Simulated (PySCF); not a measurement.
# C5H3F3: the cost of one run

Computed with PySCF 2.14.0, with density-fitted response routines of our own, on a single molecule in the gas phase. Atoms are numbered from 0 throughout.

## (1) The molecule as given

11 atoms, charge 0, multiplicity 1; geometry from: PBE0-D3(BJ)/def2-SVP.

Bonds of the start (Å): C0–C1 1.21, C1–C2 1.42, C2–F3 1.34, C2–C4 1.35, C4–F5 1.33, C4–C6 1.48, C6–F7 1.37, C0–H8 1.08, C6–H9 1.10, C6–H10 1.10.

## (2) NMR shieldings: PBE0/6-31G*

Job settings and geometry (Å):

```
{"job": {"kind": "nmr", "xc": "PBE0", "basis": "6-31G*", "pop": true}, "charge": 0, "multiplicity": 1}
C      3.055493    -0.173342    -0.227279
C      1.870984    -0.248426     0.019520
C      0.489044    -0.337095     0.319390
F      0.164889    -1.049942     1.403845
C     -0.493812     0.233865    -0.400763
F     -0.176098     0.947228    -1.474040
C     -1.944234     0.137783    -0.107325
F     -2.456638     1.363850     0.230948
H      4.105301    -0.104411    -0.448387
H     -2.105767    -0.573315     0.715711
H     -2.471620    -0.222372    -1.008227
```

With the program's defaults for keys left out, this is: GIAO PBE0/6-31G* NMR shielding, non-relativistic, gas phase.

The run is started by

```bash
$ OMP_NUM_THREADS=1 python probes_run.py task.json out
```

One launch serves the whole session: the jobs run in the order shown.

Q: Estimate the wall time and peak memory of this first job on 1 thread of Arm Neoverse V2, shared host.

About 8.1 s, with a peak of 0.64 GiB.
